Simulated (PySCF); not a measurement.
**The bond of CeSi, level by level**

The task here is to estimate one member of a computed series from the others.

Program: PySCF 2.14.0. Level of theory: Ce x2c-SVPall, Si x2c-SVPall, spin-free X2C with a Gaussian nucleus. These are calculated values, not measurements.

The first run:

The job is set up so:

```
atoms                         : Ce, Si
charge                        : 0
basis                         : Ce x2c-SVPall, Si x2c-SVPall
Hamiltonian                   : spin-free X2C with a Gaussian nucleus
basis functions               : 103
electrons treated             : 72
masses in u                   : 139.9054, 27.9769
levels                        : PBE0, PBE, r²SCAN, B2PLYP, M06-2X, HF, MP2, SCS-MP2
grid                          : 80 radial by 434 angular points
occupations                   : held fixed by the projection of orbital angular momentum
dissociation limit            : Ce + Si, each in its ground configuration
starting distance in angstrom : 2.615
values of 2S to try           : 0, 2, 4
```

The run is started by

```sh
> OMP_NUM_THREADS=2 python dia.py task.json out
```

Among the steps run: Set-up; First curve: PBE0; Higher solutions at PBE0; PBE; r²SCAN; B2PLYP (double hybrid); M06-2X; ROHF (mean field).

One table of the session follows, with a row left open; its other results are not shown here.

It belongs to the step «The curves together». Energy (eV) from each level's lowest point:

| R (Å) | ROHF | ROHF-MP2 | ROHF-SCS-MP2 | PBE | r²SCAN |
| --- | --- | --- | --- | --- | --- |
| 2.188 | 1.514 | 1.116 | 1.202 | 1.074 | 1.072 |
| 2.290 | 0.786 | 0.505 | 0.565 | 0.502 | 0.502 |
| 2.391 | 0.329 | 0.162 | 0.197 | 0.174 | 0.173 |
| 2.468 | 0.127 | 0.038 | 0.054 | 0.048 | 0.047 |
| 2.544 | ? | ? | ? | ? | ? |
| 2.620 | 0.000 | 0.031 | 0.015 | 0.013 | 0.013 |
| 2.722 | 0.065 | 0.154 | 0.118 | 0.101 | 0.102 |
| 2.849 | 0.258 | 0.403 | 0.339 | 0.286 | 0.284 |
| 3.002 | 0.581 | 0.800 | 0.692 | 0.575 | 0.549 |
| 3.205 | 1.055 | 1.402 | 1.231 | 0.926 | 0.849 |

Q: Estimate the row for R (Å) = 2.544 from the others.

Worked estimate for «ROHF». A straight line through the neighbours (2.468, 0.127) and (2.620, 0.000) gives 0.127 + (0.000 − 0.127) × (2.544 − 2.468) / (2.620 − 2.468) = 0.064; a parabola fitted to 4 rows on both sides gives 0.026.

The run gave: ROHF: 0.024; ROHF-MP2: 0.000; ROHF-SCS-MP2: 0.000; PBE: 0.000; r²SCAN: 0.000. In «ROHF» the line misses by +0.040 and the parabola by +0.002.

Limits of these values: The state is the lowest single determinant that the PBE0 search found; with open d or f shells the true ground state can be another one.
